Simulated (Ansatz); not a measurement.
# Ge10H16 off sphere (Ge9NH16) (doublet): a short trajectory

What does Ge10H16 off sphere (Ge9NH16) (doublet) do in its first 12 fs with a Langevin thermostat, with the temperature set to 700 K?

The runs use Ansatz 0.2.0, Gaussian basis; r2SCAN/def2-SVP.

### Step 1. The relaxed structure

An earlier r2SCAN-D4/def2-SVP relaxation fixed the geometry.

26 atoms, charge 0, spin multiplicity 2.

Atoms are counted from 1 here; the program's logs count them from 0.

Bond lengths: Ge1–Ge7 2.424 Å, Ge1–H11 1.553 Å, Ge1–H12 1.546 Å, Ge2–Ge7 2.430 Å, Ge2–Ge9 2.426 Å, Ge2–H13 1.542 Å, Ge2–H14 1.543 Å, Ge3–Ge7 2.430 Å, Ge3–Ge10 2.427 Å, Ge3–H15 1.541 Å, Ge3–H16 1.544 Å, Ge4–N8 1.862 Å, Ge4–Ge10 2.425 Å, Ge4–H17 1.540 Å, Ge4–H18 1.550 Å, Ge5–Ge9 2.428 Å, Ge5–Ge10 2.428 Å, Ge5–H19 1.541 Å and more. Angles: Ge7–Ge1–H11 110.8°, Ge7–Ge1–H12 111.8°, H11–Ge1–H12 107.9°, Ge7–Ge2–Ge9 110.7°, Ge7–Ge2–H13 109.8°, Ge7–Ge2–H14 109.8°, Ge9–Ge2–H13 109.6°, Ge9–Ge2–H14 109.1°, H13–Ge2–H14 107.7°, Ge7–Ge3–Ge10 111.0°, Ge7–Ge3–H15 109.7°, Ge7–Ge3–H16 109.6°, Ge10–Ge3–H15 109.8°, Ge10–Ge3–H16 108.9°, H15–Ge3–H16 107.8°, N8–Ge4–Ge10 107.5°, N8–Ge4–H17 105.6°, N8–Ge4–H18 111.4° and more.

Coordinates:

```
Ge   -0.06346   -3.11094   -0.26269
Ge    0.11696   -0.00111   -2.76956
Ge   -2.71050   -0.11845    0.03168
Ge    0.30762    0.01876    2.61420
Ge   -0.09407    2.84742   -0.03637
Ge    2.64817    0.08914    0.28709
Ge   -1.34424   -1.44786   -1.47498
N     1.40989   -0.80085    1.35678
Ge    1.41625    1.43617   -1.30958
Ge   -1.33111    1.33314    1.40290
H    -0.16779   -4.49810   -0.95203
H    -0.55741   -3.26631    1.19359
H     1.06612   -0.85591   -3.63387
H    -0.72495    0.87483   -3.72098
H    -3.54689   -1.04782    0.93303
H    -3.68859    0.75032   -0.78751
H    -0.32626   -1.13058    3.41936
H     1.12291    0.91412    3.58117
H    -1.03802    3.63982   -0.96205
H     0.70541    3.85465    0.81458
H     3.48227   -1.01624   -0.38660
H     3.59053    0.97531    1.14002
H    -2.27837   -2.16782   -2.47826
H     1.79877   -1.67321    1.71867
H     2.41085    2.28786   -2.12818
H    -2.20408    2.11366    2.40961
```

### Step 2. Dynamics

in.yaml reads:

```yaml
crystal:
  periodic: [false, false, false]
  atoms:
    - {symbol: Ge, position_ang: [-0.063464, -3.110939, -0.262690]}
    - {symbol: Ge, position_ang: [0.116955, -0.001107, -2.769560]}
    - {symbol: Ge, position_ang: [-2.710496, -0.118449, 0.031676]}
    - {symbol: Ge, position_ang: [0.307622, 0.018757, 2.614195]}
    - {symbol: Ge, position_ang: [-0.094070, 2.847425, -0.036368]}
    - {symbol: Ge, position_ang: [2.648169, 0.089141, 0.287095]}
    - {symbol: Ge, position_ang: [-1.344239, -1.447865, -1.474976]}
    - {symbol: N, position_ang: [1.409892, -0.800855, 1.356778]}
    - {symbol: Ge, position_ang: [1.416253, 1.436174, -1.309577]}
    - {symbol: Ge, position_ang: [-1.331112, 1.333141, 1.402896]}
    - {symbol: H, position_ang: [-0.167795, -4.498100, -0.952033]}
    - {symbol: H, position_ang: [-0.557406, -3.266305, 1.193590]}
    - {symbol: H, position_ang: [1.066117, -0.855913, -3.633872]}
    - {symbol: H, position_ang: [-0.724953, 0.874829, -3.720982]}
    - {symbol: H, position_ang: [-3.546893, -1.047824, 0.933034]}
    - {symbol: H, position_ang: [-3.688590, 0.750321, -0.787514]}
    - {symbol: H, position_ang: [-0.326256, -1.130578, 3.419362]}
    - {symbol: H, position_ang: [1.122909, 0.914121, 3.581173]}
    - {symbol: H, position_ang: [-1.038021, 3.639823, -0.962048]}
    - {symbol: H, position_ang: [0.705409, 3.854645, 0.814577]}
    - {symbol: H, position_ang: [3.482266, -1.016243, -0.386601]}
    - {symbol: H, position_ang: [3.590530, 0.975306, 1.140024]}
    - {symbol: H, position_ang: [-2.278367, -2.167824, -2.478264]}
    - {symbol: H, position_ang: [1.798771, -1.673215, 1.718674]}
    - {symbol: H, position_ang: [2.410848, 2.287859, -2.128183]}
    - {symbol: H, position_ang: [-2.204082, 2.113664, 2.409606]}
basis:
  gaussian: {orbitals: def2-SVP}
magnetization: {spin_polarized: true, initial_magnetization: 1}
hamiltonian: {xc: {name: r2SCAN}}
md: {timestep: 0.5 fs, n_steps: 25, ensemble: nvt_langevin, temperature: 700, initial_velocities: maxwell_boltzmann, friction: 0.01, seed: 386}
scf: {omitted_lower_state_checks: [starts]}
```

Command:

```bash
$ ansatz run in.yaml --threads 2 --pin off --events-out ev --progress --plain --max-ram 32768MiB --backend cuda --devices 0, --max-vram 18GiB
```

Output, cut to the lines that bear on the results:

```text
Functional definition: r2SCAN
  name "r2SCAN"
  cite "Furness, Kaplan, Ning, Perdew & Sun, J. Phys. Chem. Lett. 11, 8208 (2020) doi:10.1021/acs.jpclett.0c02405"
  cite "Furness, Kaplan, Ning, Perdew & Sun, J. Phys. Chem. Lett. 11, 9248 (2020) doi:10.1021/acs.jpclett.0c03077"
  parent r2scan
[...]
4259 factors; their error is unknown
[...]
mean field -510351.16786900 eV, -18755.0594907396 hartree, gradient 6.5e-5 eV, S^2 0.753975; 0 other end points of the search recorded, 0 dependent functions left out
[...]
reference -510351.16789073 eV, -18755.0594915383 hartree; 156, 155 occupied and 226, 227 virtual orbitals, 4259 factors
md step     0: t =     0.00 fs  T =   673.1 K  F+E_penalty+E_count = -510351.16786900 eV  E_kin = 2.262050 eV  (37 SCF iters)
[...]
md step     6: t =     3.00 fs  T =   474.7 K  F+E_penalty+E_count = -510350.62320839 eV  E_kin = 1.595242 eV  (37 SCF iters)
[...]
md step    12: t =     6.00 fs  T =   436.7 K  F+E_penalty+E_count = -510350.52426759 eV  E_kin = 1.467528 eV  (38 SCF iters)
[...]
md step    18: t =     9.00 fs  T =   458.2 K  F+E_penalty+E_count = -510350.50170324 eV  E_kin = 1.539857 eV  (36 SCF iters)
[...]
md step    24: t =    12.00 fs  T =   352.9 K  F+E_penalty+E_count = -510349.96926666 eV  E_kin = 1.186122 eV  (38 SCF iters)
[...]
md step    25: t =    12.50 fs  T =   353.5 K  F+E_penalty+E_count = -510349.93870697 eV  E_kin = 1.188092 eV  (20 SCF iters)
[...]
Atom 10 at     0.120050    -4.487554    -0.904374 Å, force    -0.037251     0.008116    -0.090307 eV/Å
Atom 11 at    -0.897102    -3.281034     1.020704 Å, force    -0.002476    -0.185293     0.433841 eV/Å
Atom 12 at     1.132095    -1.016430    -3.560205 Å, force    -0.783377     0.624636     0.186077 eV/Å
Atom 13 at    -0.882216     0.701993    -3.493603 Å, force    -0.806852     0.921710    -1.343115 eV/Å
Atom 14 at    -3.606525    -0.911832     1.025074 Å, force     0.256839     0.079266    -0.231890 eV/Å
Atom 15 at    -3.701991     0.759055    -0.891804 Å, force     0.648652    -0.512415     0.644956 eV/Å
Atom 16 at    -0.375183    -1.269497     3.374928 Å, force     0.344337     0.787589    -0.189712 eV/Å
Atom 17 at     0.930943     1.184992     3.474553 Å, force    -0.334500    -1.233351    -0.180940 eV/Å
Atom 18 at    -0.887755     3.401478    -1.118617 Å, force    -0.717834     0.774785    -0.476152 eV/Å
Atom 19 at     1.023843     3.809411     0.627747 Å, force    -1.181881    -0.487783    -0.289574 eV/Å
Atom 20 at     3.622603    -1.039925    -0.220803 Å, force    -0.641426     0.702125     0.143240 eV/Å
Atom 21 at     3.473650     1.062258     1.129353 Å, force     0.457631     0.413754     0.370455 eV/Å
Atom 22 at    -2.307292    -1.913949    -2.553325 Å, force    -0.367900    -0.444016    -0.223697 eV/Å
Atom 23 at     1.981570    -1.461826     1.972817 Å, force    -0.157333     0.154142    -0.508315 eV/Å
Atom 24 at     2.377600     2.250392    -2.291781 Å, force    -0.014715     0.016975     0.297327 eV/Å
Atom 25 at    -1.967284     2.181406     2.333242 Å, force    -1.162876     1.093776     1.400369 eV/Å
Dipole moment:     0.121903     0.093991     0.183952 e Å
Checks for a lower state left out: starts
```

Run time: 3.1 min. Hardware: 1 × H100 (card shared with other runs) with 2 threads of AMD EPYC 7R13, shared host; peak host memory 1.3 GiB.

### Step 3. The trajectory

Every 2 steps, with energies from the start:

| time (fs) | T (K) | potential (meV) | Ge10–H26 (Å) |
| --- | --- | --- | --- |
| 0.0 | 673 | 0.0 | 1.544 |
| 1.0 | 606 | 93.4 | 1.579 |
| 2.0 | 540 | 318.4 | 1.610 |
| 3.0 | 475 | 544.7 | 1.631 |
| 4.0 | 429 | 672.7 | 1.642 |
| 5.0 | 439 | 695.3 | 1.641 |
| 6.0 | 437 | 643.6 | 1.628 |
| 7.0 | 461 | 583.2 | 1.607 |
| 8.0 | 470 | 577.2 | 1.582 |
| 9.0 | 458 | 666.2 | 1.550 |
| 10.0 | 417 | 848.4 | 1.512 |
| 11.0 | 357 | 1062.0 | 1.477 |
| 12.0 | 353 | 1198.6 | 1.451 |

Positions (Å) and forces (eV/Å) at 12.5 fs:

```xyz
26

Ge   -0.074   -3.096   -0.253   -0.059    0.015   -0.049
Ge    0.096   -0.090   -2.760    2.245   -0.448    1.087
Ge   -2.696   -0.096    0.052   -0.753    0.633   -0.545
Ge    0.257   -0.038    2.594   -0.135    1.158    1.188
Ge   -0.079    2.803   -0.028    2.123    0.686    0.357
Ge    2.644    0.136    0.268    0.254   -1.106   -0.046
Ge   -1.346   -1.451   -1.470    0.026   -0.115    0.498
N     1.444   -0.760    1.435    1.039   -0.720   -0.407
Ge    1.434    1.484   -1.325   -0.286   -1.191   -0.906
Ge   -1.257    1.357    1.389    0.046   -1.626   -1.121
H     0.120   -4.488   -0.904   -0.037    0.008   -0.090
H    -0.897   -3.281    1.021   -0.002   -0.185    0.434
H     1.132   -1.016   -3.560   -0.783    0.625    0.186
H    -0.882    0.702   -3.494   -0.807    0.922   -1.343
H    -3.607   -0.912    1.025    0.257    0.079   -0.232
H    -3.702    0.759   -0.892    0.649   -0.512    0.645
H    -0.375   -1.269    3.375    0.344    0.788   -0.190
H     0.931    1.185    3.475   -0.335   -1.233   -0.181
H    -0.888    3.401   -1.119   -0.718    0.775   -0.476
H     1.024    3.809    0.628   -1.182   -0.488   -0.290
H     3.623   -1.040   -0.221   -0.641    0.702    0.143
H     3.474    1.062    1.129    0.458    0.414    0.370
H    -2.307   -1.914   -2.553   -0.368   -0.444   -0.224
H     1.982   -1.462    1.973   -0.157    0.154   -0.508
H     2.378    2.250   -2.292   -0.015    0.017    0.297
H    -1.967    2.181    2.333   -1.163    1.094    1.400
```

### Step 4. Summary of results

| quantity | value |
| --- | --- |
| length | 25 steps of 0.5 fs |
| temperature, first and last frame | 673, 354 K |
| temperature, second half | mean 415 K, from 339 to 470 K |
| swing of the potential | 1229 meV |
| range of Ge10–H26 | 1.440 to 1.644 Å |

What this shows: From 673 K at the start the temperature swings between 339 and 673 K: with 26 atoms it has no steady value yet; starting near a minimum, about half of the kinetic energy flows into the potential. Ge10–H26 swings most, by 0.20 Å; no bond breaks. A run of 12 fs gives no averages.
